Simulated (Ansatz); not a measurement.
Here is an Ansatz input file for CrO₂, space group Pnnm. Write the same calculation for the Python package.

```yaml
crystal:
  lattice:
    - [4.44805101, 0.0, 0.0]
    - [0.0, 4.52923501, 0.0]
    - [0.0, 0.0, 2.985964]
  atoms:
    - { symbol: Cr, position: [0.5, 0.5, 0.5] }
    - { symbol: Cr, position: [0.0, 0.0, 0.0] }
    - { symbol: O, position: [0.792969, 0.189817, 0.5] }
    - { symbol: O, position: [0.207031, 0.810183, 0.5] }
    - { symbol: O, position: [0.707031, 0.689817, 0.0] }
    - { symbol: O, position: [0.292969, 0.310183, 0.0] }
basis:
  ecutwfc: 639.467576780718
  xc_grid: 3
kpoints:
  mp_grid:
    grid: [5, 5, 8]
    shift: [0.0, 0.0, 0.0]
hamiltonian:
  xc: pbesol
  dispersion: d3bj
magnetization:
  spin_polarized: true
  per_species:
    Cr: 3.9
scf:
  n_extra_bands: 6
  convergence:
    dr2_threshold: 1.0e-08
  lower_state_search: "off"
  mixing:
    algorithm: anderson
  occupations:
    method: cold
output:
  forces: true
checkpoint:
  write: state
```

Script `cro2_restart.py`:
```python
'''A run of CrO2 that can be started again.'''

import ansatz as az


def main() -> None:
    lattice = az.Lattice.of(
        (4.44805101, 0.0, 0.0),
        (0.0, 4.52923501, 0.0),
        (0.0, 0.0, 2.985964),
    )
    sites = [
        ('Cr', (0.5, 0.5, 0.5)),
        ('Cr', (0.0, 0.0, 0.0)),
        ('O', (0.792969, 0.189817, 0.5)),
        ('O', (0.207031, 0.810183, 0.5)),
        ('O', (0.707031, 0.689817, 0.0)),
        ('O', (0.292969, 0.310183, 0.0)),
    ]
    structure = az.Crystal(lattice=lattice)
    for symbol, position in sites:
        structure = structure.atom(symbol, position)
    structure = structure.moments(Cr=3.9)

    model = (
        structure.calculation()
        .functional('pbesol', dispersion='d3bj')
        .basis(47 * az.Ry, xc_grid=3)
        .kpoints(5, 5, 8, center='gamma')  # the mesh must be finer for metals
        .occupations('cold')  # smearing steadies the SCF of a metal
        .spin(az.SpinTreatment.COLLINEAR)
        .mixing('anderson')
        .scf(tolerance=1e-08, extra_bands=6, lower_state_search='off')
        .forces()  # eV per angstrom
        .checkpoint(write='state')
    )
    with az.exiting_at_sigterm():
        done = model.run(threads=1, resume=True)
    print('returned:', type(done).__name__)
    print(f'F = {done.report["free_energy_ev"]:.5f} eV, {done.report["n_iterations"]} iterations')


if __name__ == '__main__':
    main()
```

Output of `python cro2_restart.py`:
```text
DeckWarning: the band count 32 (scf.n_extra_bands) hosts the net moment |M| = 7.8000 μB (N_el = 52) but caps the reachable moment at 2·n_bands − N_el = 12.0000 μB, below the 36 bands that the automatic rule leaves for it — a moment growing past the seed, or the majority channel's smearing tail, pins there with fewer [...]
returned: RunOutcome
F = -8943.93530 eV, 16 iterations
```
(Warnings from the package without file and line, shortened.)

Running `python cro2_restart.py` prints:
```text
DeckWarning: the band count 32 (scf.n_extra_bands) hosts the net moment |M| = 7.8000 μB (N_el = 52) but caps the reachable moment at 2·n_bands − N_el = 12.0000 μB, below the 36 bands that the automatic rule leaves for it — a moment growing past the seed, or the majority channel's smearing tail, pins there with fewer [...]
returned: CompletedStep
F = -8943.93530 eV, 16 iterations
```
(Warnings from the package without file and line, shortened.)

Notes:
- The settings weren't tested for convergence.
- Other magnetic orders than the one started from may lie lower.
- Dispersion corrections can be off by several per cent in the lattices of metals, and by several GPa in the pressure at a fixed cell.
- For a metal this k-point mesh is coarse: on a finer one energies can move by several to tens of meV an atom and pressures by half a GPa or more, differences at one mesh by less.
- Without a Hubbard U or exact exchange, semilocal functionals often make such 3d compounds metallic or too weakly gapped.
- This cell is a computed structure, which may not be the phase found in nature.
- Wall time of the script: 18 s on 1 thread of Intel(R) Xeon(R) Platinum 8488C (Sapphire Rapids), with other jobs on the host, peak memory 0.62 GiB.

(Lines on the test bed's own set-up are left out of the output.)
